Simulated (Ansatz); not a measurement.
# Mg4CdS3: the cost of one run

Program: Ansatz 0.2.0. Level of theory: DFT PBE, scalar-relativistic, plane waves, PAW, unless a step names another level. These are calculated values, not measurements.

1 further run of the same task is left out (it didn't finish).

### 1 The structure to begin with

The structure is trigonal, space group P-3m1 (No. 164). Conventional cell: a = 3.629 Å, b = 3.629 Å, c = 13.911 Å, α = 90.00°, β = 90.00°, γ = 120.00°. Mg (site symmetry 3m) has 6 S at 2.59 to 2.61 Å as nearest neighbours. Around Mg (site symmetry 3m) lie 3 S at 2.61 Å. Cd (site symmetry -3m) has 6 Mg at 3.12 Å as nearest neighbours. S (site symmetry 3m) is surrounded by 6 Mg at 2.61 Å. S (site symmetry -3m) has 6 Mg at 2.59 Å as nearest neighbours.

As a file:

```
CELL_PARAMETERS angstrom
3.62919 0.00000 0.00000
-1.81460 3.14297 0.00000
0.00000 0.00000 13.91122
ATOMIC_POSITIONS crystal
Mg 0.33333 0.66667 0.60912
Mg 0.66667 0.33333 0.39088
Mg 0.66667 0.33333 0.16653
Mg 0.33333 0.66667 0.83347
Cd 0.00000 0.00000 0.00000
S 0.66667 0.33333 0.72131
S 0.33333 0.66667 0.27869
S 0.00000 0.00000 0.50000
```

It came out lowest among 22 distinct ends of the trial cells. At a tolerance of 0.05 Å it has space group P-3m1 (No. 164).

### 2 Relaxing to 0.001 eV/Å, on the response runs' mesh and smearing

File input.yaml:

```yaml
crystal:
  lattice:
    - [3.6291906607, 0.0, 0.0]
    - [-1.8145953304, 3.1429713073, 0.0]
    - [0.0, 0.0, 13.9112186225]
  atoms:
    - { symbol: Mg, position: [0.3333333333, 0.6666666667, 0.6091236499] }
    - { symbol: Mg, position: [0.6666666667, 0.3333333333, 0.3908763501] }
    - { symbol: Mg, position: [0.6666666667, 0.3333333333, 0.1665279906] }
    - { symbol: Mg, position: [0.3333333333, 0.6666666667, 0.8334720094] }
    - { symbol: Cd, position: [0.0, 0.0, 0.0] }
    - { symbol: S, position: [0.6666666667, 0.3333333333, 0.721309052] }
    - { symbol: S, position: [0.3333333333, 0.6666666667, 0.278690948] }
    - { symbol: S, position: [0.0, 0.0, 0.5] }
basis:
  ecutwfc: 420
kpoints:
  mp_grid: { grid: [12, 12, 4] }
hamiltonian:
  xc: pbe
scf:
  occupations: { method: gaussian, width: 0.1 }
output:
  forces: true
  stress: true
  eigenvalues: true
relax:
  adjacent_minimum: "off"
  f_tol: 0.001
  max_steps: 60
  cell: { stress_tol: 0.01 }
```

Run with:

```sh
ansatz run input.yaml --threads 3 --pin off --max-ram 7680MiB --backend cpu --events-out ev --progress --plain --runs-dir out
```

Q: Estimate wall time and peak memory on 3 threads of Arm Neoverse V2, shared host.

About 46 s, with a peak of 0.7 GiB.
